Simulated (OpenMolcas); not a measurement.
# CH3Cl4NW− (SMILES C[N]=[W-]([Cl])([Cl])([Cl])[Cl]): a chain of runs

Aim: a series of 10 runs (ROHF/ANO-RCC-MB, CASSCF(1,5)/ANO-RCC-VDZ, CASPT2(1,5)/ANO-RCC-VDZ, PC-NEVPT2(1,5)/ANO-RCC-VDZ, MC-PDFT[ftLSDA](1,5)/ANO-RCC-VDZ, SC-NEVPT2(1,5)/ANO-RCC-VDZ, CASPT2[IPEA 0](1,5)/ANO-RCC-VDZ) of CH3Cl4NW−. 

The calculation is run with OpenMolcas 26.06.

## (1) The structure to begin with

CH3Cl4NW−: 10 atoms, total charge -1, spin state doublet. As SMILES, `C[N]=[W-]([Cl])([Cl])([Cl])[Cl]`. Geometry: a GFN2-xTB relaxation, a rough one for these elements and not checked as a minimum.

Bond lengths: W1–N2 1.772 Å, N2–C3 1.410 Å, W1–Cl7 2.368 Å, W1–Cl8 2.363 Å, W1–Cl9 2.364 Å, W1–Cl10 2.365 Å, C3–H4 1.099 Å, C3–H5 1.099 Å, C3–H6 1.099 Å. Some angles: W1–N2–C3 179.7°, N2–W1–Cl7 108.1°, N2–W1–Cl8 108.9°, N2–W1–Cl9 108.3°, N2–W1–Cl10 108.7°, Cl7–W1–Cl8 84.1°, Cl7–W1–Cl9 143.5°, Cl7–W1–Cl10 84.4°, Cl8–W1–Cl9 84.2°, Cl8–W1–Cl10 142.4°.

## (2) The energy at ROHF/ANO-RCC-MB (DKH2) (run 1)

File coord.xyz:

```xyz
10

W      0.008140     0.009520    -1.265230
N     -0.001540    -0.000120     0.506910
C     -0.012630    -0.013110     1.917090
H     -1.034390     0.130130     2.295400
H      0.366580    -0.972390     2.296280
H      0.620680     0.792190     2.314560
Cl     2.262460     0.022880    -1.989630
Cl     0.007390     2.249680    -2.017030
Cl    -2.231910     0.007250    -2.021020
Cl     0.015230    -2.226030    -2.037340
```

File step1.inp:

```
* CH3Cl4NW Hartree-Fock
>>> EXPORT MOLCAS_PRINT=2
&gateway
coord
coord.xyz
basis
ANO-RCC-MB
group
NoSym
&seward
&scf
uhf
charge
-1
spin
2
prorbitals
1 2
&rasscf
fileorb
$Project.UnaOrb
spin
2
nactel
1 0 0
inactive
79
ras2
1
outorbitals
Canonical
orblisting
Nothing
```

On the command line:

```console
$ export MOLCAS_MEM=1860
$ pymolcas step1.inp > step1.log
```

Output:

```text
--- Start Module: gateway ---
[...]
--- Stop Module: gateway /rc=_RC_ALL_IS_WELL_ ---
[...]
      Basis functions           92
[...]
--- Start Module: scf ---
[...]
       Convergence after  26 Iterations
[...]
::    Total SCF energy                             -18065.3337946098
[...]
      Total spin, S                                     0.7568252054
[...]
--- Stop Module: scf /rc=_RC_ALL_IS_WELL_ ---
[...]
--- Start Module: rasscf ---
[...]
      Number of active orbitals                  1
[...]
      Spin quantum number                      0.5
[...]
      Active orbitals                            1
[...]
      Number of CSFs                             1
[...]
      Number of root(s) required                 1
[...]
      Convergence after 12 iterations
[...]
      printout of CI-coefficients larger than  0.05 for root  1
      energy=  -18065.319985
      conf/sym  1     Coeff  Weight
             1  u   1.00000 1.00000
      Natural orbitals and occupation numbers for root  1
      sym 1:   1.000000
      ************************************************************************************************************************
      *                                                    Final results                                                     *
[...]
::    RASSCF root number  1 Total energy: -18065.31998468
[...]
      Total electronic charge=  159.000000
      Total            charge=   -1.000000
[...]
      Dipole Moment (debye):
      Origin of the operator (angstrom)=    0.0089    0.0097   -1.3538
                   X= -5.1426E-02               Y= -2.7952E-02               Z=  4.9992E+00           Total=  4.9996E+00
      Center of Charge (angstrom)
[...]
--- Stop Module: rasscf /rc=_RC_ALL_IS_WELL_ ---
[...]
```

Run time: 53 s. Hardware: 1 thread of Arm Neoverse V1, shared host; peak memory 0.53 GiB.

## (3) The vertical excitations at CASSCF(1,5)/ANO-RCC-VDZ (DKH2, RICD fitting, 5 states averaged) (run 2)

coord.xyz is that of step 2.

File step2.input:

```
* CH3Cl4NW CASSCF

&GATEWAY
  COORD=coord.xyz
  BASIS=ANO-RCC-MB
  GROUP=NoSym

&SEWARD

&RASSCF
  FILEORB=$CurrDir/step1.RasOrb
  SPIN=2
  NACTEL=1 0 0
  INACTIVE=79
  RAS2=5
  CIROOT=5 5 1
  ORBLISTING=Nothing
>>> COPY $Project.RunFile RUNFIL1
>>> COPY $Project.RasOrb INPORB

&GATEWAY
  COORD=coord.xyz
  BASIS=ANO-RCC-VDZ
  GROUP=NoSym
  RICD

&SEWARD
>>> COPY $Project.RunFile RUNFIL2

&EXPBAS

&RASSCF
  FILEORB=$Project.ExpOrb
  SPIN=2
  NACTEL=1 0 0
  INACTIVE=79
  RAS2=5
  CIROOT=5 5 1
  ORBLISTING=Nothing
```

On the command line:

```console
$ export MOLCAS_MEM=1860
$ pymolcas step2.input > step2.log
```

Output:

```text
--- Start Module: gateway ---
[...]
--- Stop Module: gateway /rc=_RC_ALL_IS_WELL_ ---
[...]
      Basis functions           92
[...]
      Number of active orbitals                  5
[...]
      Spin quantum number                      0.5
[...]
      Active orbitals                            5
[...]
      Number of CSFs                             5
[...]
      Number of root(s) required                 5
[...]
      Convergence after 12 iterations
[...]
      printout of CI-coefficients larger than  0.05 for root  1
      energy=  -18065.313985
      conf/sym  11111     Coeff  Weight
             1  u0000   0.98697 0.97411
             3  00u00  -0.16084 0.02587
[...]
      Natural orbitals and occupation numbers for root  1
      sym 1:   1.000000   0.000000   0.000000   0.000000  -0.000000
      Natural orbitals and occupation numbers for root  2
      sym 1:  -0.000000   1.000000   0.000000   0.000000  -0.000000
      Natural orbitals and occupation numbers for root  3
      sym 1:  -0.000000  -0.000000   1.000000  -0.000000  -0.000000
[...]
::    RASSCF root number  1 Total energy: -18065.31398455
::    RASSCF root number  2 Total energy: -18065.21779275
[...]
      Basis functions          135
[...]
--- Start Module: expbas ---
[...]
--- Stop Module: expbas /rc=_RC_ALL_IS_WELL_ ---
--- Start Module: rasscf ---
[...]
      Convergence after 12 iterations
[...]
      Natural orbitals and occupation numbers for root  2
      sym 1:   0.000000   0.000000   1.000000  -0.000000   0.000000
      Natural orbitals and occupation numbers for root  3
      sym 1:  -0.000000   0.000000   0.000000   1.000000   0.000000
      Natural orbitals and occupation numbers for root  4
      sym 1:   0.000000   1.000000   0.000000  -0.000000   0.000000
      Natural orbitals and occupation numbers for root  5
      sym 1:  -0.000000  -0.000000   0.000000   0.000000   1.000000
      ************************************************************************************************************************
      *                                                    Final results                                                     *
[...]
::    RASSCF root number  2 Total energy: -18065.37743175
::    RASSCF root number  3 Total energy: -18065.37656318
::    RASSCF root number  4 Total energy: -18065.37450530
::    RASSCF root number  5 Total energy: -18065.35468157
[...]
      Total electronic charge=  159.000000
      Total            charge=   -1.000000
[...]
      Dipole Moment (debye):
      Origin of the operator (angstrom)=    0.0089    0.0097   -1.3538
                   X= -3.9717E-02               Y= -4.5566E-02               Z=  6.4772E+00           Total=  6.4774E+00
      Center of Charge (angstrom)
[...]
--- Stop Module: rasscf /rc=_RC_ALL_IS_WELL_ ---
[...]
```

It took 98 s on 1 thread of Arm Neoverse V1, shared host; peak memory 0.61 GiB.

The roots found:

```
excited state  energy (eV)
            1        2.535
            2        2.559
            3        2.615
            4        3.154
```

Runs 3 to 9 aren't shown in full; the table further down has their settings and results.

## (4) The excited states at CASPT2[IPEA 0](1,5)/ANO-RCC-VDZ (DKH2, RICD fitting, ipea shift 0 Eh, pt2 variant XMS, 5 states averaged) (run 10)

coord.xyz is that of step 3.

File step10.inp:

```
>>> EXPORT MOLCAS_PRINT=2

&GATEWAY
 Coord=coord.xyz
 Basis=ANO-RCC-VDZ
 Group=NoSym
 RICD

&SEWARD

&RASSCF
 FileOrb=$CurrDir/step2.RasOrb
 Spin=2
 Nactel=1 0 0
 Inactive=79
 Ras2=5
 CIRoot=5 5 1
 OrbListing=Nothing

&CASPT2
 XMultistate=all
 IPEA=0
 Imaginary=0.1
 Properties
```

On the command line:

```console
$ export MOLCAS_MEM=1860
$ pymolcas step10.inp > step10.log
```

Output:

```text
--- Start Module: gateway ---
[...]
--- Stop Module: gateway /rc=_RC_ALL_IS_WELL_ ---
[...]
      Basis functions          135
[...]
--- Start Module: rasscf ---
[...]
      Number of active orbitals                  5
[...]
      Spin quantum number                      0.5
[...]
      Active orbitals                            5
[...]
      Number of CSFs                             5
[...]
      Number of root(s) required                 5
[...]
      Convergence after  4 iterations
[...]
      printout of CI-coefficients larger than  0.05 for root  1
      energy=  -18065.470595
      conf/sym  11111     Coeff  Weight
             1  u0000   0.79271 0.62839
             2  0u000   0.57029 0.32523
             4  000u0  -0.05012 0.00251
             5  0000u  -0.20945 0.04387
[...]
      Natural orbitals and occupation numbers for root  1
      sym 1:   1.000000  -0.000000   0.000000   0.000000   0.000000
      Natural orbitals and occupation numbers for root  2
      sym 1:   0.000000  -0.000000   0.000000   1.000000   0.000000
      Natural orbitals and occupation numbers for root  3
      sym 1:  -0.000000   0.000000   1.000000   0.000000   0.000000
      Natural orbitals and occupation numbers for root  4
      sym 1:  -0.000000   1.000000   0.000000  -0.000000  -0.000000
      Natural orbitals and occupation numbers for root  5
      sym 1:   0.000000   0.000000  -0.000000   0.000000   1.000000
      ************************************************************************************************************************
      *                                                    Final results                                                     *
[...]
::    RASSCF root number  1 Total energy: -18065.47059537
::    RASSCF root number  2 Total energy: -18065.37743183
[...]
--- Stop Module: rasscf /rc=_RC_ALL_IS_WELL_ ---
[...]
--- Start Module: caspt2 ---
[...]
      Total electronic charge=  159.000000
      Total            charge=   -1.000000
[...]
      Dipole Moment (debye):
      Origin of the operator (angstrom)=    0.0089    0.0097   -1.3538
                   X= -3.3395E-02               Y= -4.0382E-02               Z=  6.4482E+00           Total=  6.4484E+00
      Center of Charge (angstrom)
[...]
::    XMS-CASPT2 Root  2     Total energy: -18066.05054653
::    XMS-CASPT2 Root  3     Total energy: -18066.03707665
::    XMS-CASPT2 Root  4     Total energy: -18066.03628667
::    XMS-CASPT2 Root  5     Total energy: -18066.02988711
[...]
--- Stop Module: caspt2 /rc=_RC_ALL_IS_WELL_ ---
[...]
```

Wall time 67 s (1 thread of Arm Neoverse V1, shared host); peak memory 0.61 GiB.

The roots found:

```
excited state  energy (eV)
            1        2.917
            2        3.283
            3        3.305
            4        3.479
```

## (5) All runs side by side

```
run                                                                                                                        level  integral approximation       task    energy (Eh)  wall time
  1                                                                                                       ROHF/ANO-RCC-MB (DKH2)                    none     energy  -18065.319985       53 s
  2                                                              CASSCF(1,5)/ANO-RCC-VDZ (DKH2, RICD fitting, 5 states averaged)                    RICD    excited  -18065.470595       98 s
  3                                            CASSCF(1,5)/ANO-RCC-VDZ (DKH2, RICD fitting, multiplet size 2, 5 states averaged)                    RICD  magnetism  -18065.470595       44 s
  4       CASPT2(1,5)/ANO-RCC-VDZ (DKH2, RICD fitting, ipea shift 0.25 Eh, multiplet size 2, pt2 variant XMS, 5 states averaged)                    RICD  magnetism  -18066.151511       63 s
  5                                 PC-NEVPT2(1,5)/ANO-RCC-VDZ (DKH2, RICD fitting, pt2 variant QD-PC-NEVPT2, 5 states averaged)                    RICD    excited  -18066.120070       67 s
  6                                                     MC-PDFT[ftLSDA](1,5)/ANO-RCC-VDZ (DKH2, RICD fitting, 5 states averaged)                    RICD    excited  -18062.065407       54 s
  7                                             CASPT2(1,5)/ANO-RCC-VDZ (DKH2, RICD fitting, ipea shift 0.25 Eh, pt2 variant SS)                    RICD     energy  -18066.128009       56 s
  8                                                       SC-NEVPT2(1,5)/ANO-RCC-VDZ (DKH2, RICD fitting, pt2 variant SC-NEVPT2)                    RICD     energy  -18066.104422       55 s
  9  CASPT2(1,5)/ANO-RCC-VDZ (DKH2, RICD fitting, casscf thresholds set, ipea shift 0.25 Eh, pt2 variant XMS, 5 states averaged)                    RICD    excited  -18066.151523       68 s
 10                    CASPT2[IPEA 0](1,5)/ANO-RCC-VDZ (DKH2, RICD fitting, ipea shift 0 Eh, pt2 variant XMS, 5 states averaged)                    RICD    excited  -18066.157738       67 s
```

## (6) Summary of results

```
                                                                                  quantity            value
                  run 10, CASPT2[IPEA 0](1,5)/ANO-RCC-VDZ: energy of the lowest of 5 roots  -18066.15774 Eh
run 10, CASPT2[IPEA 0](1,5)/ANO-RCC-VDZ: lowest excitation energy within this active space          2.92 eV
```

In words: In run 1 the basis is minimal, so the values are rough. All runs together took 10 min, the longest 98 s.
